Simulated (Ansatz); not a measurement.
# CH₅NOSi₂: one species, many methods

Aim: compute CH₅NOSi₂ with functionals from several rungs and with coupled cluster, and see how far each lands from CCSD(T) at the basis-set limit for the atomisation energy.

Method: functionals in def2-TZVPP, the program's frozen cores in correlated methods; program: Ansatz 0.2.0, Gaussian basis.

The runs, in order: LDA (SPW92), PBE-D4, revPBE-D4, BLYP-D4, r2SCAN-D4, B97M-V, PBE0-D4, B3LYP-D4, r2SCANh-D4, r2SCAN0-D4, HSE06-D4, BHLYP-D4, CAM-B3LYP-D4, LC-ωPBE, ωB97X-V, ωB97M-V, B2PLYP, PBE-QIDH; CCSD(T)/def2-SVP; CCSD(T)/def2-TZVPP; MP2/def2-QZVPP; extrapolation to the limit; RPA on PBE.

### 1 The relaxed structure

All runs share one geometry, relaxed beforehand with PBE0-D4 in a triple-zeta def2 set.

10 atoms, charge 0, spin multiplicity 1.

Atoms are counted from 1 here; the program's logs count them from 0.

Bond lengths: C1–N2 1.275 Å, C1–Si5 1.912 Å, C1–H6 1.098 Å, N2–Si3 1.760 Å, Si3–O4 1.659 Å, Si3–H7 1.481 Å, Si3–H8 1.481 Å, O4–Si5 1.652 Å, Si5–H9 1.485 Å, Si5–H10 1.485 Å. Angles: N2–C1–Si5 114.8°, N2–C1–H6 118.8°, Si5–C1–H6 126.4°, C1–N2–Si3 112.8°, N2–Si3–O4 102.9°, N2–Si3–H7 110.3°, N2–Si3–H8 110.3°, O4–Si3–H7 111.1°, O4–Si3–H8 111.1°, H7–Si3–H8 110.8°, Si3–O4–Si5 113.0°, C1–Si5–O4 96.4°, C1–Si5–H9 113.6°, C1–Si5–H10 113.6°, O4–Si5–H9 111.6°, O4–Si5–H10 111.6°, H9–Si5–H10 109.5°.

Geometry (Å):

```
C    -0.12919    0.49019    1.25841
N    -0.16127   -0.78451    1.26683
Si    0.01264   -1.48247   -0.34001
O     0.16037   -0.14635   -1.31150
Si    0.09556    1.27412   -0.47136
H    -0.22908    1.02888    2.20978
H     1.22783   -2.32598   -0.40543
H    -1.19224   -2.26747   -0.69288
H    -1.05424    2.11090   -0.89842
H     1.35272    2.05148   -0.61231
```

### 2 LDA

This LDA is Slater exchange with PW92 correlation.

in.yaml

```yaml
crystal:
  periodic: [false, false, false]
  atoms:
    - {symbol: C, position_ang: [-0.129192, 0.490189, 1.258409]}
    - {symbol: N, position_ang: [-0.161273, -0.784512, 1.266826]}
    - {symbol: Si, position_ang: [0.012638, -1.482470, -0.340010]}
    - {symbol: O, position_ang: [0.160368, -0.146346, -1.311505]}
    - {symbol: Si, position_ang: [0.095556, 1.274125, -0.471363]}
    - {symbol: H, position_ang: [-0.229075, 1.028878, 2.209780]}
    - {symbol: H, position_ang: [1.227832, -2.325983, -0.405426]}
    - {symbol: H, position_ang: [-1.192243, -2.267467, -0.692879]}
    - {symbol: H, position_ang: [-1.054237, 2.110904, -0.898424]}
    - {symbol: H, position_ang: [1.352724, 2.051482, -0.612309]}
basis:
  gaussian: {orbitals: def2-TZVPP}
hamiltonian: {xc: lda}
output: {orbitals: {seedname: orbitals}}
```

Further steps of the session: PBE-D4 (GGA); revPBE-D4 (GGA); BLYP-D4 (GGA); r2SCAN-D4 (meta-GGA); B97M-V (meta-GGA); PBE0-D4 (hybrid); B3LYP-D4 (hybrid); r2SCANh-D4 (hybrid); r2SCAN0-D4 (hybrid); HSE06-D4 (hybrid); BHLYP-D4 (hybrid); CAM-B3LYP-D4 (range-separated); LC-ωPBE (range-separated); ωB97X-V (range-separated); ωB97M-V (range-separated); B2PLYP (double hybrid); PBE-QIDH (double hybrid); CCSD(T) in def2-SVP; CCSD(T) in def2-TZVPP; MP2 in def2-QZVPP; RPA on PBE orbitals.

Q: Predict the results of all the runs planned. Wanted: atomisation energy, CCSD(T)/CBS; farthest beyond LDA; mean size of error, GGA; mean size of error, meta-GGA; mean size of error, hybrid; mean size of error, range-separated; mean size of error, double hybrid; gap, smallest and largest; T1 diagnostic.

**Answer**, as computed:

| quantity | value |
| --- | --- |
| atomisation energy, CCSD(T)/CBS | 911.2 kcal/mol |
| functionals within 4.6 kcal/mol (0.5 %) | BLYP-D4, r2SCAN-D4, B97M-V, B3LYP-D4, CAM-B3LYP-D4, ωB97M-V |
| farthest beyond LDA | BHLYP-D4 (-28.9 kcal/mol) |
| mean size of error, GGA | 7.8 kcal/mol |
| mean size of error, meta-GGA | 1.4 kcal/mol |
| mean size of error, hybrid | 12.6 kcal/mol |
| mean size of error, range-separated | 4.5 kcal/mol |
| mean size of error, double hybrid | 12.2 kcal/mol |
| gap, smallest and largest | 3.15 eV (LDA (SPW92)), 10.77 eV (LC-ωPBE) |
| T1 diagnostic | 0.0139 |
| triples share of the correlation energy | 4.1 % |

What this shows: The LDA atomisation energy is off by 123.9 kcal/mol (14 %): it overbinds. PBE-D4 misses by +9.9 kcal/mol. Double hybrids carry the basis error of their MP2 part in triple zeta, and no dispersion term here, so their miss is partly the set-up's. The rungs meta-GGA, range-separated miss on average by less than the doubt on the reference (4.6 kcal/mol), so they tie. The reference freezes the cores and leaves out relativity and excitations past (T), so misses under about 4.6 kcal/mol can't be ranked. Hartree-Fock recovers 71 % of the binding; the rest is correlation. CCSD(T) in def2-SVP is off by -73.6 kcal/mol, worse than the median functional, from the basis alone. Orbital gaps span 3.1 to 10.8 eV; exact exchange widens them.
